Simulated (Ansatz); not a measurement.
# Ge₂H₄+ (doublet): the correlation ladder, cc-pVTZ

The task here is to estimate one member of a computed series from the others.

Program: Ansatz 0.2.0, Gaussian basis. Level of theory: cc-pVTZ, core rule «outside noble gas», up to 28 orbitals frozen. These are calculated values, not measurements.

The runs, in order: UHF; CCSD(T) on ROHF; CCSD(T) on UHF; BCCD(T) on ROHF; CCSDT(Q) on ROHF; CCSDT(Q) on UHF.

6 further runs of the same task are left out: 6 set aside as unsound or not needed.

## The system

The geometry is a PBE0/def2-TZVP stationary point (not a proven minimum) of the parent state, kept for this charge and spin. No spin-orbit coupling is included. The filled d shell of Ge may be among the frozen orbitals whatever the setting's name suggests; the logs give the count.

6 atoms, charge 1, spin multiplicity 2.

Atoms are counted from 1 here; the program's logs count them from 0.

Bond lengths: Ge1–Ge2 2.423 Å, Ge1–H3 1.540 Å, Ge1–H4 1.535 Å, Ge1–H5 1.540 Å, Ge2–H6 1.550 Å. Angles: Ge2–Ge1–H3 110.7°, Ge2–Ge1–H4 107.0°, Ge2–Ge1–H5 110.7°, H3–Ge1–H4 109.6°, H3–Ge1–H5 109.3°, H4–Ge1–H5 109.6°, Ge1–Ge2–H6 122.2°.

Set-up of the first run:

Input file in.yaml:

```yaml
crystal:
  periodic: [false, false, false]
  atoms:
    - {symbol: Ge, position_ang: [0.000000, -0.022865, 1.190258]}
    - {symbol: Ge, position_ang: [0.000000, 0.040906, -1.232137]}
    - {symbol: H, position_ang: [1.255509, -0.742092, 1.716378]}
    - {symbol: H, position_ang: [0.000000, 1.432623, 1.676692]}
    - {symbol: H, position_ang: [-1.255509, -0.742092, 1.716378]}
    - {symbol: H, position_ang: [0.000000, -1.248594, -2.091358]}
basis:
  gaussian: {orbitals: cc-pVTZ}
total_charge: 1
magnetization: {spin_polarized: true, initial_magnetization: 1}
hamiltonian: {xc: hf}
output: {orbitals: {seedname: orbitals}}
```

Launch:

```console
ansatz run in.yaml --threads 1 --pin off --events-out ev --progress --plain --max-ram 4096MiB --backend cpu
```

Steps of the session up to this table: UHF; CCSD(T) on ROHF; CCSD(T) on UHF; BCCD(T) on ROHF; CCSDT(Q) on ROHF; CCSDT(Q) on UHF.

One of the session's tables, all rows but one given; the rest of the session is left out.

It belongs to the step «Misses and costs». 

| method | from UCCSDT(Q) (kcal/mol) |
| --- | --- |
| ROHF | +149.81 |
| UHF | +147.99 |
| RMP2 | +30.51 |
| UMP2 | +30.43 |
| RCCSD | +5.41 |
| UCCSD | +5.23 |
| RCCSD(T) | +1.09 |
| UCCSD(T) | ? |
| BCCD(T) | +1.07 |
| RCCSDT | +0.29 |
| UCCSDT | +0.16 |
| RCCSDT(Q) | +0.13 |
| UCCSDT(Q) | 0 |

**Question.** Estimate the row for UCCSD(T).

**Answer.** from UCCSDT(Q) (kcal/mol): +0.98. In the column «from UCCSDT(Q) (kcal/mol)» it lies between RCCSDT (+0.29) and BCCD(T) (+1.07).

Limits of these values: Restricted and unrestricted rows rest on different reference determinants; where their highest levels disagree by more than a few hundredths of an eV, they describe different states and don't form one ladder.
